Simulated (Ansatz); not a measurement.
Geometry optimisation, Ansatz 0.2.0, DFT PBE-D3(BJ), scalar-relativistic, plane waves, PAW.

Input file:

```yaml
crystal:
  lattice:
    - [10.86, 0.0, 0.0]
    - [0.0, 10.86, 0.0]
    - [0.0, 0.0, 10.86]
  atoms:
    - { symbol: Si, position: [0.5, 0.0, 0.0] }
    - { symbol: Si, position: [0.625, 0.125, 0.125] }
    - { symbol: Si, position: [0.75, 0.25, 0.0] }
    - { symbol: Sb, position: [1.0, 0.5, 0.0], spin: 1.0 }
    - { symbol: Si, position: [0.75, 0.0, 0.25] }
    - { symbol: Si, position: [0.875, 0.125, 0.375] }
    - { symbol: Si, position: [0.0, 0.0, 0.0] }
    - { symbol: Si, position: [0.125, 0.125, 0.125] }
    - { symbol: Si, position: [0.25, 0.25, 0.0] }
    - { symbol: Si, position: [0.375, 0.375, 0.125] }
    - { symbol: Si, position: [0.5, 0.5, 0.0] }
    - { symbol: Si, position: [0.625, 0.625, 0.125] }
    - { symbol: Si, position: [0.75, 0.75, 0.0] }
    - { symbol: Si, position: [0.875, 0.875, 0.125] }
    - { symbol: Si, position: [0.25, 0.0, 0.25] }
    - { symbol: Si, position: [0.375, 0.125, 0.375] }
    - { symbol: Si, position: [0.5, 0.25, 0.25] }
    - { symbol: Si, position: [0.625, 0.375, 0.375] }
    - { symbol: Si, position: [0.75, 0.5, 0.25] }
    - { symbol: Si, position: [0.875, 0.625, 0.375] }
    - { symbol: Si, position: [0.5, 0.0, 0.5] }
    - { symbol: Si, position: [0.625, 0.125, 0.625] }
    - { symbol: Si, position: [0.75, 0.25, 0.5] }
    - { symbol: Si, position: [0.875, 0.375, 0.625] }
    - { symbol: Si, position: [0.75, 0.0, 0.75] }
    - { symbol: Si, position: [0.875, 0.125, 0.875] }
    - { symbol: Si, position: [0.125, 0.625, 0.125] }
    - { symbol: Si, position: [0.25, 0.75, 0.0] }
    - { symbol: Si, position: [0.375, 0.875, 0.125] }
    - { symbol: Si, position: [0.0, 0.25, 0.25] }
    - { symbol: Si, position: [0.125, 0.375, 0.375] }
    - { symbol: Si, position: [0.25, 0.5, 0.25] }
    - { symbol: Si, position: [0.375, 0.625, 0.375] }
    - { symbol: Si, position: [0.5, 0.75, 0.25] }
    - { symbol: Si, position: [0.625, 0.875, 0.375] }
    - { symbol: Si, position: [0.0, 0.0, 0.5] }
    - { symbol: Si, position: [0.125, 0.125, 0.625] }
    - { symbol: Si, position: [0.25, 0.25, 0.5] }
    - { symbol: Si, position: [0.375, 0.375, 0.625] }
    - { symbol: Si, position: [0.5, 0.5, 0.5] }
    - { symbol: Si, position: [0.625, 0.625, 0.625] }
    - { symbol: Si, position: [0.75, 0.75, 0.5] }
    - { symbol: Si, position: [0.875, 0.875, 0.625] }
    - { symbol: Si, position: [0.25, 0.0, 0.75] }
    - { symbol: Si, position: [0.375, 0.125, 0.875] }
    - { symbol: Si, position: [0.5, 0.25, 0.75] }
    - { symbol: Si, position: [0.625, 0.375, 0.875] }
    - { symbol: Si, position: [0.75, 0.5, 0.75] }
    - { symbol: Si, position: [0.875, 0.625, 0.875] }
    - { symbol: Si, position: [0.0, 0.75, 0.25] }
    - { symbol: Si, position: [0.125, 0.875, 0.375] }
    - { symbol: Si, position: [0.0, 0.5, 0.5] }
    - { symbol: Si, position: [0.125, 0.625, 0.625] }
    - { symbol: Si, position: [0.25, 0.75, 0.5] }
    - { symbol: Si, position: [0.375, 0.875, 0.625] }
    - { symbol: Si, position: [0.0, 0.25, 0.75] }
    - { symbol: Si, position: [0.125, 0.375, 0.875] }
    - { symbol: Si, position: [0.25, 0.5, 0.75] }
    - { symbol: Si, position: [0.375, 0.625, 0.875] }
    - { symbol: Si, position: [0.5, 0.75, 0.75] }
    - { symbol: Si, position: [0.625, 0.875, 0.875] }
    - { symbol: Si, position: [0.0, 0.75, 0.75] }
    - { symbol: Si, position: [0.125, 0.875, 0.875] }
magnetization:
  spin_polarized: true
total_charge: -2
basis:
  ecutwfc: 420.0
kpoints:
  mp_grid: { grid: [1, 1, 1] }
hamiltonian:
  xc: pbe
  dispersion: d3bj
  pseudopotentials: { kind: paw, azcp: { folder: soft_1 } }
scf:
  occupations: { method: gaussian, width: 0.02 }
  lower_state_search: "off"
relax:
  f_tol: 0.03
  max_steps: 60
  adjacent_minimum: "off"
```

Run as:

```bash
$ ansatz run input.yaml --threads 4 --pin off --max-ram 10240MiB --backend cpu --events-out ev --progress --plain --runs-dir out
```

Where does it end, and by what steps?

The run converged. Limits of this set-up: coarse k mesh, a typed lattice constant that wasn't relaxed here, charged cell in a uniform background, uncorrected. After 5 steps the energy has fallen by 1.172 eV; Sb4 moved furthest, 0.49 Å.

```json
{"step": "0", "energy less start (eV)": "0.0000", "largest force component (eV/Å)": "1.834", "accepted": "yes"}
{"step": "1", "energy less start (eV)": "-0.9627", "largest force component (eV/Å)": "0.783", "accepted": "yes"}
{"step": "2", "energy less start (eV)": "-1.1485", "largest force component (eV/Å)": "0.142", "accepted": "yes"}
{"step": "3", "energy less start (eV)": "-1.1693", "largest force component (eV/Å)": "0.044", "accepted": "yes"}
{"step": "4", "energy less start (eV)": "-1.1672", "largest force component (eV/Å)": "0.079", "accepted": "no"}
{"step": "5", "energy less start (eV)": "-1.1718", "largest force component (eV/Å)": "0.011", "accepted": "yes"}
```

```xyz
63
Lattice="10.8600 0.0000 0.0000 0.0000 10.8600 0.0000 0.0000 0.0000 10.8600" Properties=species:S:1:pos:R:3
Si 5.430 0.000 0.012
Si 6.803 1.373 1.353
Si 8.186 2.756 0.051
Sb 10.579 5.149 0.281
Si 8.152 0.001 2.708
Si 9.507 1.373 4.057
Si -0.001 0.004 0.001
Si 1.337 1.381 1.356
Si 2.732 2.709 0.004
Si 4.079 4.077 1.353
Si 5.434 5.429 0.001
Si 6.811 6.767 1.356
Si 8.139 8.162 0.004
Si 9.507 9.509 1.353
Si 2.711 0.005 2.702
Si 4.071 1.364 4.066
Si 5.431 2.722 2.708
Si 6.803 4.077 4.057
Si 8.186 5.379 2.674
Si 9.504 6.767 4.049
Si 5.428 -0.002 5.432
Si 6.794 1.364 6.789
Si 8.152 2.722 5.429
Si 9.507 4.077 6.781
Si 8.158 0.005 8.149
Si 9.504 1.381 9.523
Si 1.404 6.834 1.414
Si 2.725 8.155 -0.004
Si 4.078 9.508 1.353
Si -0.051 2.756 2.674
Si 1.337 4.074 4.049
Si 2.732 5.426 2.721
Si 4.087 6.788 4.073
Si 5.435 8.141 2.702
Si 6.794 9.501 4.066
Si -0.012 0.000 5.430
Si 1.358 1.357 6.773
Si 2.711 2.728 5.425
Si 4.078 4.077 6.782
Si 5.430 5.418 5.430
Si 6.787 6.788 6.773
Si 8.158 8.141 5.425
Si 9.507 9.508 6.782
Si 2.721 0.000 8.139
Si 4.087 1.357 9.502
Si 5.435 2.728 8.149
Si 6.811 4.074 9.523
Si 8.139 5.426 8.128
Si 9.446 6.834 9.456
Si -0.004 8.162 2.721
Si 1.358 9.517 4.073
Si -0.001 5.429 5.426
Si 1.360 6.790 6.783
Si 2.721 8.151 5.430
Si 4.076 9.506 6.784
Si -0.004 2.709 8.128
Si 1.404 4.016 9.456
Si 2.725 5.434 8.135
Si 4.077 6.790 9.500
Si 5.430 8.151 8.139
Si 6.787 9.517 9.502
Si 0.004 8.155 8.135
Si 1.360 9.507 9.500
```

Whether the end is a true minimum wasn't checked by a vibrational analysis.

Run time: 36 s on 4 threads of Intel(R) Xeon(R) CPU @ 2.60GHz (Ice Lake), on a shared host, peak memory 1.7 GiB.
